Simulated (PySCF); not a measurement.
# 2-fluoropyridine: NMR shifts and spin-spin couplings

What NMR shifts and spin-spin couplings should 2-fluoropyridine (`Fc1ccccn1`) show?

Programs: PySCF 2.14.0, with density-fitted response routines of our own. Each step states its level of theory. These are calculated values for one molecule in the gas phase, unless marked as measured. Atoms count from 0, in the outputs and in this text.

### 1 Starting geometry

11 atoms, charge 0, multiplicity 1; geometry from: GFN2-xTB.

Bonds of the start (Å): F0–C1 1.34, C1–C2 1.39, C2–C3 1.38, C3–C4 1.39, C4–C5 1.38, C5–N6 1.32, N6–C1 1.31, C2–H7 1.08, C3–H8 1.08, C4–H9 1.08, C5–H10 1.08.

### 2 Shielding tensors: PBE0/pcSseg-1

The job: settings as JSON, then the geometry in Å.

```
{"job": {"kind": "nmr", "xc": "PBE0", "basis": "pcSseg-1"}, "charge": 0, "multiplicity": 1}
F     -2.031341    -1.841533    -0.015947
C     -0.987950    -1.000851    -0.007725
C     -1.226942     0.366261    -0.034111
C     -0.116337     1.191485    -0.024209
C      1.149181     0.620891     0.012473
C      1.250013    -0.760112     0.035991
N      0.196676    -1.561292     0.025302
H     -2.234905     0.746734    -0.060247
H     -0.236191     2.264371    -0.044558
H      2.034601     1.235933     0.022778
H      2.208619    -1.259217     0.064288
```

With the program's defaults for keys left out, this is: GIAO PBE0/pcSseg-1 NMR shielding, non-relativistic, gas phase.

What it wrote:

```text
coarse grid: 10064 points
cycle   1  E = -347.0062721064  dE =  1.330e+00  |g| = 5.270e-01  |ddm| = 3.213e+00
cycle   2  E = -346.9675891542  dE =  3.868e-02  |g| = 7.244e-01  |ddm| = 8.457e-01
cycle   3  E = -347.0598542938  dE = -9.227e-02  |g| = 6.786e-02  |ddm| = 4.736e-01
cycle   4  E = -347.0606364665  dE = -7.822e-04  |g| = 4.161e-02  |ddm| = 1.001e-01
cycle   5  E = -347.0610786252  dE = -4.422e-04  |g| = 9.945e-03  |ddm| = 4.107e-02
cycle   6  E = -347.0611019968  dE = -2.337e-05  |g| = 2.775e-03  |ddm| = 1.073e-02
cycle   7  E = -347.0611037786  dE = -1.782e-06  |g| = 6.368e-04  |ddm| = 2.431e-03
final grid: 100128 points
cycle   8  E = -347.1068311317  dE = -2.979e-05  |g| = 7.081e-03  |ddm| = 3.002e-02
cycle   9  E = -347.1068234237  dE =  7.708e-06  |g| = 9.879e-03  |ddm| = 1.429e-02
cycle  10  E = -347.1068424302  dE = -1.901e-05  |g| = 1.307e-03  |ddm| = 7.996e-03
cycle  11  E = -347.1068427597  dE = -3.295e-07  |g| = 3.004e-04  |ddm| = 1.183e-03
cycle  12  E = -347.1068427756  dE = -1.588e-08  |g| = 1.602e-04  |ddm| = 3.768e-04
cycle  13  E = -347.1068427814  dE = -5.821e-09  |g| = 2.296e-05  |ddm| = 1.610e-04
cycle  14  E = -347.1068427816  dE = -1.160e-10  |g| = 7.127e-06  |ddm| = 2.184e-05
converged SCF energy = -347.1068427816

GIAO shielding tensors (ppm)
atom      isotropic    diamagn.    paramagn.     s11        s22        s33       span
  0 F      237.240     473.096    -235.856    129.690    283.128    298.902    169.212
  1 C       12.726     249.082    -236.355    -80.286     42.710     75.755    156.040
  2 C       72.474     257.419    -184.945    -13.287     60.301    170.409    183.696
  3 C       40.578     253.343    -212.765    -72.921     16.436    178.219    251.140
  4 C       61.668     256.878    -195.210    -49.503     54.360    180.147    229.650
  5 C       31.788     250.209    -218.421    -71.068     22.228    144.205    215.273
  6 N      -51.181     333.281    -384.462   -304.291   -108.366    259.113    563.404
  7 H       24.674      30.527      -5.853     21.036     25.273     27.713      6.677
  8 H       23.682      30.816      -7.134     20.762     23.534     26.751      5.989
  9 H       24.464      31.249      -6.785     22.077     24.149     27.166      5.090
 10 H       23.070      29.392      -6.322     18.824     23.982     26.403      7.578
```

Wall time 11 s (1 thread, shared host).

The references, computed at this level on geometries of the same kind, shield at (ppm): 1H TMS 31.72, 13C TMS 186.9, 19F CFCl3 170.9, 15N NH3 267.7. Their shielding less the atom's gives the shift. The references are single molecules in the gas phase, so shifts against H2O, NH3, PH3, H3PO4 or CFCl3 are not on the usual liquid scales and can be off by tens of ppm.

| atoms | environment | σ (ppm) | δ (ppm) | δ scaled to CDCl3 |
| --- | --- | --- | --- | --- |
| C1 | aromatic carbon bearing fluorine | 12.7 | 174.2 | 168.1 |
| C5 | aromatic CH next to a ring nitrogen | 31.8 | 155.1 | 149.5 |
| C3 | aromatic CH | 40.6 | 146.3 | 140.9 |
| C4 | aromatic CH | 61.7 | 125.3 | 120.3 |
| C2 | aromatic CH | 72.5 | 114.5 | 109.8 |
| H10 | hydrogen on an aromatic CH next to a ring nitrogen | 23.07 | 8.65 | 8.26 |
| H8 | hydrogen on an aromatic CH | 23.68 | 8.03 | 7.68 |
| H9 | hydrogen on an aromatic CH | 24.46 | 7.25 | 6.94 |
| H7 | hydrogen on an aromatic CH | 24.67 | 7.04 | 6.75 |
| F0 | aryl fluorine | 237.2 | -66.3 | – |
| N6 | pyridine-type ring nitrogen | -51.2 | 318.9 | – |

The scaled column applies a straight-line fit of computed shieldings to shifts measured in CDCl3, and one for carbons that bear F (root-mean-square error 0.16 ppm for H, 1.9 ppm for C).

The run also stored atomic charges by several schemes (e):

| atoms | Mulliken | IAO | Hirshfeld | ESP fit |
| --- | --- | --- | --- | --- |
| F0 | -0.26 | -0.26 | -0.08 | -0.27 |
| C1 | 0.53 | 0.41 | 0.15 | 0.91 |
| C2 | -0.23 | -0.22 | -0.07 | -0.70 |
| C3 | 0.00 | -0.11 | -0.02 | 0.32 |
| C4 | -0.19 | -0.20 | -0.06 | -0.65 |
| C5 | 0.15 | 0.00 | 0.03 | 0.51 |
| N6 | -0.43 | -0.29 | -0.17 | -0.73 |

Mayer bond orders: F0–C1 0.97, C1–C2 1.38, C2–C3 1.42, C3–C4 1.41, C4–C5 1.42, C5–N6 1.45, N6–C1 1.49.

Ring of atoms C1, C2, C3, C4, C5, N6: NICS(0) -8.9, NICS(1) -11.2, NICS(1)zz -27.9 ppm (means of both faces).

### 3 J couplings: B3LYP/pcJ-1

Same as in step 2 but for these lines:

```diff
@@ -1,2 +1,2 @@
-{"job": {"kind": "nmr", "xc": "PBE0", "basis": "pcSseg-1"}, "charge": 0, "multiplicity": 1}
+{"job": {"kind": "j", "xc": "B3LYP", "basis": "pcJ-1"}, "charge": 0, "multiplicity": 1}
 F     -2.031341    -1.841533    -0.015947
```

Method: B3LYP/pcJ-1 indirect spin-spin coupling, non-relativistic, gas phase.

What it wrote:

```text
coarse grid: 10064 points
cycle   1  E = -347.4164967430  dE =  1.238e+00  |g| = 5.837e-01  |ddm| = 3.175e+00
cycle   2  E = -347.3565835458  dE =  5.991e-02  |g| = 8.415e-01  |ddm| = 9.476e-01
cycle   3  E = -347.4785772904  dE = -1.220e-01  |g| = 8.605e-02  |ddm| = 5.405e-01
cycle   4  E = -347.4796749301  dE = -1.098e-03  |g| = 5.658e-02  |ddm| = 1.197e-01
cycle   5  E = -347.4804760961  dE = -8.012e-04  |g| = 1.438e-02  |ddm| = 5.265e-02
cycle   6  E = -347.4805260259  dE = -4.993e-05  |g| = 3.518e-03  |ddm| = 1.375e-02
cycle   7  E = -347.4805287489  dE = -2.723e-06  |g| = 9.389e-04  |ddm| = 2.945e-03
final grid: 100128 points
cycle   8  E = -347.5378137606  dE = -1.264e-04  |g| = 7.039e-03  |ddm| = 1.994e-02
cycle   9  E = -347.5378011646  dE =  1.260e-05  |g| = 1.099e-02  |ddm| = 1.308e-02
cycle  10  E = -347.5378229487  dE = -2.178e-05  |g| = 1.223e-03  |ddm| = 8.211e-03
cycle  11  E = -347.5378231621  dE = -2.134e-07  |g| = 6.904e-04  |ddm| = 1.360e-03
cycle  12  E = -347.5378232636  dE = -1.015e-07  |g| = 2.614e-04  |ddm| = 6.990e-04
cycle  13  E = -347.5378232789  dE = -1.531e-08  |g| = 1.858e-05  |ddm| = 2.395e-04
cycle  14  E = -347.5378232789  dE = -4.388e-11  |g| = 1.147e-05  |ddm| = 1.863e-05
converged SCF energy = -347.5378232789

Indirect spin-spin couplings (Hz)
  i      j    bonds     total        FC       PSO       DSO        SD
  0 F    1 C    1   -305.571  -285.831   -23.198     0.976     2.481
  0 F    2 C    2     32.721    45.725   -16.956    -0.126     4.078
  0 F    3 C    3      4.174     3.084     2.711    -0.366    -1.255
  0 F    4 C    4      7.999     1.371     0.857    -0.348     6.119
  0 F    5 C    3     12.638    14.756     0.218    -0.446    -1.889
  0 F    6 N    2    -53.454   -64.426    13.164     0.047    -2.239
  0 F    7 H    3     -4.665    -0.640    -2.828    -0.123    -1.074
  0 F    8 H    4      7.527     6.977     2.093    -1.464    -0.080
  0 F    9 H    5      1.828     2.511     1.029    -1.524    -0.188
  0 F   10 H    4     -1.704    -1.236     1.201    -1.572    -0.096
  1 C    2 C    1     81.051    87.182    -6.474     0.343         -
  1 C    3 C    2      1.597     1.574    -0.020     0.043         -
  1 C    4 C    3     11.358    10.892     0.430     0.036         -
  1 C    5 C    2      0.374     0.439    -0.067     0.002         -
  1 C    6 N    1    -12.735   -17.275     5.584    -0.129    -0.915
  1 C    7 H    2     -2.752    -1.713    -0.906    -0.133         -
  1 C    8 H    3     10.850    10.944     0.313    -0.408         -
  1 C    9 H    4     -1.557    -1.581     0.411    -0.387         -
  1 C   10 H    3     12.922    13.001     0.457    -0.537         -
  2 C    3 C    1     61.888    69.030    -7.382     0.240         -
  2 C    4 C    2     -2.138    -2.116    -0.012    -0.010         -
  2 C    5 C    3      7.384     7.006     0.381    -0.003         -
  2 C    6 N    2      1.846     1.780    -0.365     0.017     0.414
  2 C    7 H    1    173.562   172.422     0.168     0.972         -
  2 C    8 H    2      1.533     2.788    -0.935    -0.320         -
  2 C    9 H    3      7.664     7.784     0.389    -0.509         -
  2 C   10 H    4     -1.556    -1.494     0.414    -0.477         -
  3 C    4 C    1     60.784    67.623    -7.070     0.230         -
  3 C    5 C    2     -0.400    -0.505     0.112    -0.007         -
  3 C    6 N    3     -1.950    -0.759    -0.057     0.010    -1.144
  3 C    7 H    2      0.416     1.689    -0.911    -0.362         -
  3 C    8 H    1    168.462   167.638    -0.026     0.849         -
  3 C    9 H    2      1.931     3.182    -0.892    -0.359         -
  3 C   10 H    3      7.344     7.480     0.390    -0.526         -
  4 C    5 C    1     61.021    68.159    -7.388     0.250         -
  4 C    6 N    2      2.483     1.999     0.004     0.016     0.464
  4 C    7 H    3      6.279     6.420     0.372    -0.513         -
  4 C    8 H    2      1.241     2.443    -0.850    -0.352         -
  4 C    9 H    1    169.581   168.469     0.239     0.873         -
  4 C   10 H    2      9.638    10.721    -0.722    -0.361         -
  5 C    6 N    1     -3.168    -8.186     5.711    -0.097    -0.596
  5 C    8 H    3      8.438     8.538     0.406    -0.506         -
  5 C    9 H    2      4.355     5.675    -1.011    -0.308         -
  5 C   10 H    1    186.013   185.305    -0.258     0.965         -
  6 N    7 H    3     -0.576    -0.516    -0.298     0.233     0.006
  6 N    8 H    4      0.565     0.499    -0.172     0.198     0.041
  6 N    9 H    3     -1.712    -1.845    -0.108     0.222     0.019
  6 N   10 H    2    -12.316   -13.322     0.958     0.106    -0.057
  7 H    8 H    3      9.185     9.426     0.264    -0.505         -
  7 H    9 H    4      0.475     0.604     1.786    -1.914         -
  7 H   10 H    5      0.781     0.917     1.848    -1.984         -
  8 H    9 H    3      8.175     8.421     0.281    -0.527         -
  8 H   10 H    4      1.730     1.851     1.823    -1.944         -
  9 H   10 H    3      5.533     5.748     0.312    -0.527         -
```

Run time: 32 s. Hardware: 1 thread, shared host.

A choice of the couplings up to four bonds, sorted by the number of bonds; isotopes 13C, 19F, 1H, 15N:

| pair | bonds | J (Hz) | Fermi contact (Hz) | dihedral (°) |
| --- | --- | --- | --- | --- |
| F0–C1 | 1 | -305.6 | -285.8 | – |
| C5–H10 | 1 | 186.0 | 185.3 | – |
| C2–H7 | 1 | 173.6 | 172.4 | – |
| C4–H9 | 1 | 169.6 | 168.5 | – |
| C3–H8 | 1 | 168.5 | 167.6 | – |
| C1–C2 | 1 | 81.1 | 87.2 | – |
| C2–C3 | 1 | 61.9 | 69.0 | – |
| C4–C5 | 1 | 61.0 | 68.2 | – |
| C3–C4 | 1 | 60.8 | 67.6 | – |
| F0–N6 | 2 | -53.5 | -64.4 | – |
| F0–C2 | 2 | 32.7 | 45.7 | – |
| N6–H10 | 2 | -12.3 | -13.3 | – |
| C4–H10 | 2 | 9.6 | 10.7 | – |
| C5–H9 | 2 | 4.4 | 5.7 | – |
| C1–H7 | 2 | -2.8 | -1.7 | – |
| C4–N6 | 2 | 2.5 | 2.0 | – |
| C2–C4 | 2 | -2.1 | -2.1 | – |
| C3–H9 | 2 | 1.9 | 3.2 | – |
| C1–H10 | 3 | 12.9 | 13.0 | 180 |
| F0–C5 | 3 | 12.6 | 14.8 | -180 |
| C1–C4 | 3 | 11.4 | 10.9 | – |
| C1–H8 | 3 | 10.8 | 10.9 | 180 |
| H7–H8 | 3 | 9.2 | 9.4 | 0 |
| C5–H8 | 3 | 8.4 | 8.5 | -180 |
| H8–H9 | 3 | 8.2 | 8.4 | 0 |
| C2–H9 | 3 | 7.7 | 7.8 | -180 |
| C2–C5 | 3 | 7.4 | 7.0 | – |
| F0–C4 | 4 | 8.0 | 1.4 | – |
| F0–H8 | 4 | 7.5 | 7.0 | – |
| H8–H10 | 4 | 1.7 | 1.9 | – |
| F0–H10 | 4 | -1.7 | -1.2 | – |
| C1–H9 | 4 | -1.6 | -1.6 | – |
| C2–H10 | 4 | -1.6 | -1.5 | – |

The spin-dipole term was solved for some atoms only; pairs without it lack that part.

Quadrupole couplings from the field gradients of the same density:

| atom | isotope | eQq/h (MHz) | η |
| --- | --- | --- | --- |
| N6 | 14N | -5.067 | 0.23 |

Shifts (PBE0/pcSseg-1, scaled to CDCl3) and these couplings together give the proton spectrum at 600 MHz below. H–H couplings in it are scaled by factors fitted to measured ones, so they differ from the table.

1H NMR δ 8.26 (ddd, J = 5.1, 1.7, 1.7 Hz, 1H), 7.68 (m, 1H), 6.94 (ddd, J = 7.5, 5.1, 1.8 Hz, 1H), 6.75 (dd, J = 8.4, 4.7 Hz, 1H).

### 4 Results

| quantity | value |
| --- | --- |
| 13C shifts against TMS (PBE0/pcSseg-1) | 174.2, 155.1, 146.3, 125.3, 114.5 ppm |
| 1H shifts against TMS (PBE0/pcSseg-1) | 8.65, 8.03, 7.25, 7.04 ppm |
| 19F shifts against CFCl3 (PBE0/pcSseg-1) | -66.3 ppm |
| 15N shifts against NH3 (PBE0/pcSseg-1) | 318.9 ppm |
| largest coupling of the table (B3LYP/pcJ-1) | 1J(F,C) F0–C1, -305.6 Hz |

In words: At PBE0/pcSseg-1: The largest span, 563 ppm, is at N6, where the paramagnetic term is -384 ppm. NICS(1)zz of -28 ppm above the planar ring from C1 marks a diatropic (aromatic) ring current. In the run at B3LYP/pcJ-1, the largest coupling of the table is F0–C1, -305.6 Hz, of which the Fermi-contact term gives -285.8 Hz.
